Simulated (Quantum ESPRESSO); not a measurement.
Crystal: SiNi3.

```xyz
4
Lattice="3.5420 0.0000 0.0000 0.0000 3.5420 0.0000 0.0000 0.0000 3.5420" Properties=species:S:1:pos:R:3 pbc="T T T"
Ni    1.7710    1.7710    0.0000
Ni    1.7710    0.0000    1.7710
Ni    0.0000    1.7710    1.7710
Si    0.0000    0.0000    0.0000
```

Base run:

- Program: Quantum ESPRESSO 7.5
- Functional: PBEsol
- Potentials or basis: GBRV 1.5 PBEsol
- Cutoff: 612 eV
- Density cutoff: 4898 eV
- k mesh: 8 × 8 × 8
- Occupations: fermi-dirac, width 0.05 eV
- Spin: collinear spin, ferromagnetic start
- Starting moments: [1.0, 1.0, 1.0, 0.0] μB

Its results: band gap on the k mesh none (metal or under the smearing width); pressure -14.2 GPa; net moment 0.00 μB per cell.

Question: The run is repeated on the same cell with these changes: functional from PBEsol to PBE; potentials or basis from GBRV 1.5 PBEsol to SSSP 1.3 efficiency PBE; cutoff from 612 eV to 748 eV; density cutoff from 4898 eV to 5987 eV. What comes out?

Answer: Band gap on the k mesh none (metal or under the smearing width); pressure -6.0 GPa; net moment 0.00 μB per cell.
